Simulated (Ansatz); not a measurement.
# CH6S3Si: one species, many methods

An exercise on one series of results from a longer session: the logs are not shown, and one member is left open.

Method: functionals in def2-TZVPP, the program's frozen cores in correlated methods; program: Ansatz 0.2.0, Gaussian basis.

Plan: PBE-D4, r2SCAN-D4, PBE0-D4, B3LYP-D4, ωB97X-V, ωB97M-V, B2PLYP; CCSD(T)/def2-TZVPP; MP2/def2-QZVPP; extrapolation to the limit.

## The relaxed structure

The geometry comes from an earlier relaxation with PBE0-D4 in a triple-zeta def2 set; it is a stationary point, not always the lowest conformer.

11 atoms, charge 0, spin multiplicity 1.

Atoms are counted from 1 here; the program's logs count them from 0.

Bond lengths: Si1–C2 1.883 Å, Si1–H6 1.484 Å, Si1–H7 1.489 Å, Si1–H8 1.483 Å, C2–S3 1.812 Å, C2–H9 1.093 Å, C2–H10 1.095 Å, S3–S4 2.027 Å, S4–S5 2.056 Å, S5–H11 1.347 Å. Angles: C2–Si1–H6 108.7°, C2–Si1–H7 109.3°, C2–Si1–H8 110.7°, H6–Si1–H7 109.4°, H6–Si1–H8 109.7°, H7–Si1–H8 109.0°, Si1–C2–S3 113.5°, Si1–C2–H9 113.2°, Si1–C2–H10 109.3°, S3–C2–H9 109.1°, S3–C2–H10 104.4°, H9–C2–H10 106.7°, C2–S3–S4 104.0°, S3–S4–S5 107.3°, S4–S5–H11 98.0°.

The first run:

The input, in.yaml:

```yaml
crystal:
  periodic: [false, false, false]
  atoms:
    - {symbol: Si, position_ang: [-1.435960, 0.426619, 0.818190]}
    - {symbol: C, position_ang: [0.252493, 0.949045, 0.168738]}
    - {symbol: S, position_ang: [1.621119, -0.032040, 0.838871]}
    - {symbol: S, position_ang: [1.345920, -1.872779, 0.035306]}
    - {symbol: S, position_ang: [2.139924, -1.838182, -1.861150]}
    - {symbol: H, position_ang: [-1.457507, 0.608872, 2.291302]}
    - {symbol: H, position_ang: [-2.486410, 1.280795, 0.198913]}
    - {symbol: H, position_ang: [-1.710024, -0.992366, 0.486052]}
    - {symbol: H, position_ang: [0.313070, 0.948538, -0.922447]}
    - {symbol: H, position_ang: [0.465093, 1.972729, 0.495645]}
    - {symbol: H, position_ang: [1.017682, -1.508228, -2.528818]}
basis:
  gaussian: {orbitals: def2-TZVPP}
hamiltonian: {xc: pbe, dispersion: d4}
output: {forces: true, orbitals: {seedname: orbitals}}
```

Started as:

```sh
ansatz run in.yaml --threads 4 --pin off --events-out ev --progress --plain --max-ram 10444MiB
```

Among the steps run: PBE-D4 (GGA); r2SCAN-D4 (meta-GGA); PBE0-D4 (hybrid); B3LYP-D4 (hybrid); ωB97X-V (range-separated); ωB97M-V (range-separated); B2PLYP (double hybrid); CCSD(T) in def2-TZVPP; MP2 in def2-QZVPP.

One table of the session follows, with a row left open; its other results are not shown here.

It belongs to the step «Atomisation energies». 

```
            method  atomisation energy (kJ/mol)
            PBE-D4                       3461.9
         r2SCAN-D4                       3417.3
           PBE0-D4                       3402.7
          B3LYP-D4                       3387.9
           ωB97X-V                       3422.2
           ωB97M-V                            ?
            B2PLYP                       3325.3
     HF/def2-TZVPP                       2362.8
    MP2/def2-TZVPP                       3307.2
   CCSD/def2-TZVPP                       3210.2
CCSD(T)/def2-TZVPP                       3275.0
           MP2/CBS                       3428.5
       CCSD(T)/CBS                       3396.3
```

Estimate the missing values for ωB97M-V.

The run gave: atomisation energy (kJ/mol): 3421.8. In the column «atomisation energy (kJ/mol)» it lies between r2SCAN-D4 (3417.3) and ωB97X-V (3422.2).

Limits of these values: Free atoms (1 Si, 1 C, 3 S, 6 H) were run apart at each level; the atomisation energy is their sum less the molecule, without zero-point or spin-orbit terms.
